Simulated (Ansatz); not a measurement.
# C2H6SSe, SMILES CC(S)[SeH]: a polarisability from point charges

Program: the Ansatz DFT code, driven from Python.

The script, `field.py`:
```python
# -*- coding: utf-8 -*-
'''Response of C2H6SSe to a pair of distant point charges.'''

import ansatz as az
import numpy as np

BASIS = 'def2-SVP'
XC = 'PBE0'
DISPERSION = 'd3bj'

c2h6sse = (
    az.Crystal.molecule()
    .atom('C', [-0.4084, 1.0621, 0.0873])
    .atom('C', [-0.0661, -0.3661, 0.0058])
    .atom('S', [1.522, -0.5453, -0.8223])
    .atom('Se', [0.1138, -1.096, 1.8008])
    .atom('H', [0.3035, 1.6774, 0.6282])
    .atom('H', [-0.5389, 1.5446, -0.9499])
    .atom('H', [-1.4152, 1.2126, 0.5816])
    .atom('H', [-0.789, -0.9091, -0.5758])
    .atom('H', [1.0639, -0.1186, -2.0189])
    .atom('H', [0.2976, -2.5129, 1.2662])
)

calc = (
    c2h6sse.calculation()
    .basis(gaussian=BASIS)
    .functional(XC, dispersion=DISPERSION)
    .forces()
)
# charges +q and -q at -R and +R make a nearly even field 2 k q / R^2 at the centre
centre = np.mean([site.position_ang for site in c2h6sse.cartesian_sites], axis=0)
field = 2 * 14.399645 * 2.0 / 40.0 ** 2


def dipole(axis, sign):
    arm = 40.0 * np.eye(3)[axis]
    pair = [{'charge': sign * 2.0, 'position_ang': (centre - arm).tolist()}, {'charge': -sign * 2.0, 'position_ang': (centre + arm).tolist()}]
    deck = calc.input().set(az.key.basis.gaussian.point_charges, pair)
    return np.array(az.Session.from_dict(deck).plan().execute().report['charge_distribution']['dipole_moment_e_ang'])


print(f'field {field:.4f} V/A')
alpha = np.array([(dipole(axis, 1) - dipole(axis, -1)) / (2 * field) * 14.399645 for axis in range(3)])
print('polarisability tensor (A^3)')
print(np.array2string(alpha, precision=3, suppress_small=True))
print(f'mean {np.trace(alpha) / 3:.3f} A^3 = {np.trace(alpha) / 3 / 0.14818471:.2f} bohr^3')
```

```console
$ python field.py
field 0.0360 V/A
polarisability tensor (A^3)
[[ 7.654 -0.724 -0.983]
 [-0.723  8.614 -1.189]
 [-0.98  -1.193 10.149]]
mean 8.806 A^3 = 59.42 bohr^3
```

Notes:
- The geometry is a force-field or estimated start, not a minimum of this method, and the basis set is short of its limit. The field of two point charges is only nearly even.
- Without diffuse functions polarisabilities are unreliable, as a rule too low, and they change with the bond lengths of this unrelaxed start.
- The whole script took 36 s on 1 thread of Arm Neoverse V1, with other jobs on the host, peak memory 0.31 GiB.
